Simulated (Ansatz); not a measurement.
Predict the output of the script below (Ansatz 0.2.0, Python API).

`deck_c2h9nssi.py`
```python
import ansatz as az
import numpy as np

deck = {
    "crystal": {
        "periodic": [False, False, False],
        "atoms": [
            {"symbol": "C", "position_ang": [-1.2772, -1.3737, 1.4885]},
            {"symbol": "N", "position_ang": [-0.8143, 0.0304, 1.5269]},
            {"symbol": "C", "position_ang": [0.2233, 0.2612, 0.5492]},
            {"symbol": "S", "position_ang": [-0.3738, 0.6896, -1.0487]},
            {"symbol": "Si", "position_ang": [1.3087, 0.982, -2.2537]},
            {"symbol": "H", "position_ang": [-0.5433, -2.0395, 1.7175]},
            {"symbol": "H", "position_ang": [-1.7259, -1.5744, 0.5039]},
            {"symbol": "H", "position_ang": [-2.0793, -1.4255, 2.2167]},
            {"symbol": "H", "position_ang": [-1.5592, 0.6983, 1.337]},
            {"symbol": "H", "position_ang": [0.8519, 1.1124, 0.9361]},
            {"symbol": "H", "position_ang": [0.9196, -0.6018, 0.5156]},
            {"symbol": "H", "position_ang": [2.1224, -0.2544, -2.2146]},
            {"symbol": "H", "position_ang": [2.0529, 2.1102, -1.6435]},
            {"symbol": "H", "position_ang": [0.8813, 1.3558, -3.6023]},
        ],
    },
    "basis": {"gaussian": {"orbitals": "def2-SVP"}},
    "hamiltonian": {"xc": "r2scan"},
    "output": {"forces": True},
}
session = az.Session.from_dict(deck)
report = session.plan(threads=1).execute().report

print(f"E = {report['free_energy_ev']:.6f} eV = {report['free_energy_ev'] / 27.211386246:.7f} Ha")
print("converged:", report["converged"], " doubts:", report["published_state_doubts"] or "none")
symbols = ["C", "N", "C", "S", "Si", "H", "H", "H", "H", "H", "H", "H", "H", "H"]
field = report["mean_field"]
print("<S^2> =", round(abs(field["state"]["spin_squared"]), 4), " all-electron relativity setting:", field["relativity"])
print("passes:", field["passes"])
if "symmetry" in field:
    print("occupied orbitals by irrep:", field["symmetry"]["occupied"])

print("forces (eV/A)")
for symbol, f in zip(symbols, report["forces_ev_ang"]):
    print(f"  {symbol:2s} {f[0]:9.4f} {f[1]:9.4f} {f[2]:9.4f}")
charges = report["charge_distribution"]
print("dipole moment", round(4.803205 * float(np.linalg.norm(charges["dipole_moment_e_ang"])), 3), "D")
print("Mulliken:", [(s, round(q, 3)) for s, q in zip(symbols, charges["mulliken_charges_e"])])
```

```console
$ python deck_c2h9nssi.py
E = -22411.075238 eV = -823.5918242 Ha
converged: True  doubts: none
<S^2> = 0.0  all-electron relativity setting: none
passes: {'evaluations': 17, 'products': 12}
occupied orbitals by irrep: [{'A': 29}, {'A': 29}]
forces (eV/A)
  C    -3.2178    3.6957   -1.1075
  N     0.9136   -1.0155   -0.4477
  C     1.8981    0.6849    2.4938
  S    -2.1806    0.0753   -1.6343
  Si    0.5740    0.1221    0.5210
  H     2.6391   -2.0821    0.7795
  H     0.0297   -0.5589   -0.1941
  H    -0.3688   -0.4240    0.4289
  H    -0.2907   -0.1539    0.2407
  H    -0.2419   -0.3495   -0.3650
  H    -0.2731   -0.0007    0.0035
  H     0.3111   -0.1356   -0.2003
  H     0.4142    0.1358   -0.0788
  H    -0.2069    0.0062   -0.4399
dipole moment 0.721 D
Mulliken: [('C', 0.095), ('N', -0.333), ('C', 0.022), ('S', -0.322), ('Si', 0.396), ('H', 0.026), ('H', 0.024), ('H', 0.034), ('H', 0.128), ('H', 0.073), ('H', 0.063), ('H', -0.075), ('H', -0.075), ('H', -0.057)]
```

Reading the output:
- These settings explore the input space; basis and method may be short of convergence.
- The geometry is a force-field or estimated start, not a minimum of this method, and the basis set is short of its limit.
- Timing: 9.5 s on 1 thread of Arm Neoverse V1 (shared host), peak memory 0.24 GiB.
